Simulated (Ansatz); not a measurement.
**ClGeH3N with multiplicity 2: a nudged elastic band in two tries**

The task is a band of images between two relaxed ends. SMILES of the start: [NH2][GeH][Cl].

Program: Ansatz 0.2.0. Level of theory: UKS PBE0/def2-SVP. These are calculated values, not measurements.

## 1. The starting structure

Bond lengths: N1–Ge2 1.835 Å, Ge2–Cl3 2.183 Å, N1–H4 1.018 Å, N1–H5 1.017 Å, Ge2–H6 1.562 Å. Angles: N1–Ge2–Cl3 104.2°, N1–Ge2–H6 106.0°, Cl3–Ge2–H6 107.7°, Ge2–N1–H4 116.2°, Ge2–N1–H5 116.2°, H4–N1–H5 109.8°.

Coordinates:

```xyz
6

N    -0.4504    0.3154   -0.7819
Ge    0.0716   -0.1546    0.9134
Cl    1.2547   -1.9668    0.6264
H    -0.9769    1.1824   -0.8658
H    -0.8960   -0.4137   -1.3337
H     1.0391    0.9733    1.3954
```

## 2. First attempt

Contents of input.yaml:

```yaml
crystal:
  periodic: [false, false, false]
  atoms:
    - { symbol: "N", position_ang: [-0.450389, 0.315433, -0.781899] }
    - { symbol: Ge, position_ang: [0.07159, -0.154578, 0.913398] }
    - { symbol: Cl, position_ang: [1.254656, -1.96678, 0.626397] }
    - { symbol: H, position_ang: [-0.976854, 1.182352, -0.865823] }
    - { symbol: H, position_ang: [-0.896019, -0.413731, -1.333694] }
    - { symbol: H, position_ang: [1.039116, 0.973304, 1.395421] }
magnetization:
  spin_polarized: true
  initial_magnetization: 1
basis:
  gaussian: { orbitals: def2-SVP }
hamiltonian:
  xc: pbe0
neb:
  order_check: false
  images: 8
  f_tol: 0.05
  max_iterations: 8
  climbing: false
  final_atoms:
    - { symbol: "N", position_ang: [-0.22462294, 0.39346331, -1.42406208] }
    - { symbol: Ge, position_ang: [0.00524801, 0.20653321, 0.40033521] }
    - { symbol: Cl, position_ang: [0.49589644, -1.83208123, 0.97241615] }
    - { symbol: H, position_ang: [-1.31747792, 0.57447011, 1.08478199] }
    - { symbol: H, position_ang: [-0.0927797, -0.50824454, -1.90569159] }
    - { symbol: H, position_ang: [1.17583611, 1.10185913, 0.82602032] }
  initial_path: idpp
  relax_end_points: true
```

Run with:

```
$ ansatz run input.yaml --threads 2 --pin off --max-ram 3072MiB --backend cpu --events-out ev --progress --plain --runs-dir out
```

Q: Predict the outcome of this session. Wanted: first try.

The runs gave:

| quantity | value |
| --- | --- |
| first try | refused |
| cause | relaxing the ends inside the band is not offered in a Gaussian basis |

The fault in the first input was caught at the input check and cost nothing.
